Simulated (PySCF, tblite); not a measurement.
**C₆H₈N₂O− (doublet): geometry, infrared bands and EPR parameters**

What infrared bands and EPR parameters should C₆H₈N₂O− (doublet) (`[CH2][N-]C1=C[C@@H](CN)C1=O`) show?

The runs use tblite 0.8.0 and PySCF 2.14.0, with density-fitted response routines of our own; the level of theory stands in each step. All values are computed, except where a source is named. Atoms are numbered from 0 throughout.

### Step 1. The molecule as given

17 atoms, charge -1, multiplicity 2; geometry from: force field or distance geometry start.

Bonds of the start (Å): C0–N1 1.36, N1–C2 1.46, C2–C3 1.37, C3–C4 1.54, C4–C5 1.53, C5–N6 1.47, C4–C7 1.53, C7–O8 1.22, C7–C2 1.48, C0–H9 1.07, C0–H10 1.09, C3–H11 1.07, C4–H12 1.10, C5–H13 1.09, C5–H14 1.09, N6–H15 1.03, N6–H16 1.02.

### Step 2. Geometry optimisation with GFN2-xTB

The job: settings as JSON, then the geometry in Å.

```
{"job": {"kind": "relax", "xc": "GFN2-xTB", "basis": "xTB"}, "charge": -1, "multiplicity": 2}
C      3.497600     0.119000    -0.033200
N      2.484100     0.727400    -0.700800
C      1.181400     0.486200    -0.078900
C     -0.054000     0.940400    -0.466700
C     -0.784800     0.248200     0.696600
C     -1.785200    -0.847300     0.320700
N     -3.006100    -0.295300    -0.292200
C      0.615500    -0.249200     1.079300
O      1.042700    -0.971800     1.966000
H      4.514400     0.205300    -0.363900
H      3.372400    -0.486100     0.862600
H     -0.380600     1.559300    -1.278800
H     -1.198600     0.933800     1.456600
H     -2.063200    -1.399700     1.222200
H     -1.343900    -1.563600    -0.368900
H     -3.366600     0.446500     0.321400
H     -2.732000     0.158900    -1.158600
```

Command:

```console
$ OMP_NUM_THREADS=1 python probes_run.py task.json out
```

This one command runs all jobs of the session in turn.

**Question.** This job is followed by: GFN2-xTB harmonic vibrations, gas phase; UKS B3LYP, pcH-1 on C H N O, non-relativistic, mean-field spin-orbit, GIAO. Predict these results of the whole session: strongest single infrared mode (GFN2-xTB); zero-point energy (GFN2-xTB); g(iso) (B3LYP); ⟨S²⟩; largest a(iso) (averaged by class).

**Answer**, as computed:

| quantity | value |
| --- | --- |
| strongest single infrared mode (GFN2-xTB) | 1720 cm⁻¹, 529 km/mol |
| zero-point energy (GFN2-xTB) | 80.1 kcal/mol |
| g(iso) (B3LYP) | 2.00279 |
| ⟨S²⟩ | 0.763 (exact 0.75) |
| largest a(iso) (averaged by class) | 13C on C3, 54.1 MHz |

Over 40 steps the energy fell by 0.454 eV; of the close pairs, N1–C2 changed most, 1.464 to 1.354 Å. No mode is imaginary among the 45: a minimum at this level. The strongest single mode, at 1720 cm⁻¹, moves mainly C7. Unscaled tight-binding wavenumbers are off by several per cent, some by more. Its intensities can rank the bands wrongly. The largest share of the spin, 0.68 e, sits on C3. The isotropic g lies 0.5 ppt above the free-electron value. The records flag this anion as possibly unbound in the gas phase, so the basis may hold the extra electron. These values are for one conformer; the search (at its own cheap level) found 1 more, at 0.15 kcal/mol, and measured spectra average over such forms.
